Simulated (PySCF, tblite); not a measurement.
# C7H11FO: geometry, infrared bands and NMR shifts

What infrared bands and NMR shifts should C7H11FO (`CC/C(C)=C(\C)C(=O)F`) show?

Programs: tblite 0.8.0 and PySCF 2.14.0, with density-fitted response routines of our own. Each step states its level of theory. These are calculated values for one molecule in the gas phase, unless marked as measured. Atoms count from 0, in the outputs and in this text.

### Step 1. The starting structure

20 atoms, charge 0, multiplicity 1; geometry from: force field or distance geometry start.

Bonds of the start (Å): C0–C1 1.54, C1–C2 1.47, C2–C3 1.48, C2–C4 1.35, C4–C5 1.47, C4–C6 1.46, C6–O7 1.26, C6–F8 1.35, C0–H9 1.11, C0–H10 1.10, C0–H11 1.12, C1–H12 1.09, C1–H13 1.07, C3–H14 1.13, C3–H15 1.09, C3–H16 1.13, C5–H17 1.08, C5–H18 1.12, C5–H19 1.12.

### Step 2. Optimising the geometry with GFN2-xTB

What the job is given:

```
{"job": {"kind": "relax", "xc": "GFN2-xTB", "basis": "xTB"}, "charge": 0, "multiplicity": 1}
C      2.385900     0.299000    -0.039300
C      1.054500     0.503000    -0.789100
C     -0.010300    -0.342600    -0.234900
C      0.131900    -1.816500    -0.251700
C     -1.140400     0.194400     0.268200
C     -1.331100     1.651600     0.280600
C     -2.218600    -0.629500     0.798200
O     -2.155500    -1.887200     0.835300
F     -3.312400    -0.009500     1.288100
H      3.019200     1.182700    -0.252400
H      2.224700     0.141800     1.036700
H      2.910900    -0.576300    -0.501900
H      1.242100     0.177900    -1.815800
H      0.908400     1.566900    -0.820500
H      0.170900    -2.226400     0.803700
H     -0.614600    -2.338800    -0.848200
H      1.120800    -2.015100    -0.754700
H     -1.018000     2.208700    -0.586500
H     -0.935800     2.111400     1.219400
H     -2.437800     1.815100     0.361800
```

On the command line:

```
OMP_NUM_THREADS=1 python probes_run.py task.json out
```

The driver reads the jobs from task.json and runs them one after another.

**Question.** This job is followed by: GFN2-xTB harmonic vibrations, gas phase; GIAO PBE0/pcSseg-1 NMR shielding, non-relativistic, gas phase. Predict these results of the whole session: strongest single infrared mode (GFN2-xTB); zero-point energy (GFN2-xTB); ¹³C shifts against TMS (PBE0/pcSseg-1); ¹H shifts against TMS (PBE0/pcSseg-1, means over atoms taken as alike); ¹⁷O shifts against H2O (PBE0/pcSseg-1); ¹⁹F shifts against CFCl3 (PBE0/pcSseg-1); surface potential, 1st and 99th percentile.

**Answer**, as computed:

| quantity | value |
| --- | --- |
| strongest single infrared mode (GFN2-xTB) | 1798 cm⁻¹, 397 km/mol |
| zero-point energy (GFN2-xTB) | 103.1 kcal/mol |
| ¹³C shifts against TMS (PBE0/pcSseg-1) | 182.5, 165.9, 120.5, 37.1, 28.1, 15.0, 13.5 ppm |
| ¹H shifts against TMS (PBE0/pcSseg-1, means over atoms taken as alike) | 2.52, 2.39, 2.10, 1.12 ppm |
| ¹⁷O shifts against H2O (PBE0/pcSseg-1) | 444.8 ppm |
| ¹⁹F shifts against CFCl3 (PBE0/pcSseg-1) | 38.1 ppm |
| surface potential, 1st and 99th percentile | -1.63 V and 0.95 V |

In words: The optimisation took 116 steps and gained 0.710 eV; among the close pairs (by a distance rule), C6–O7 changed most, from 1.260 to 1.190 Å. All 54 modes are real, so the xTB geometry is a minimum. The strongest single mode, at 1798 cm⁻¹, moves mainly C6 and O7. Unscaled tight-binding wavenumbers are off by several per cent, some by more. Its intensities can rank the bands wrongly. At PBE0/pcSseg-1: The largest span, 607 ppm, is at O7, where the paramagnetic term is -514 ppm. By nearest atom (PBE0/pcSseg-1), the HOMO sits on C4 36 %; C2 25 % and the LUMO on C2 32 %; C6 20 %.
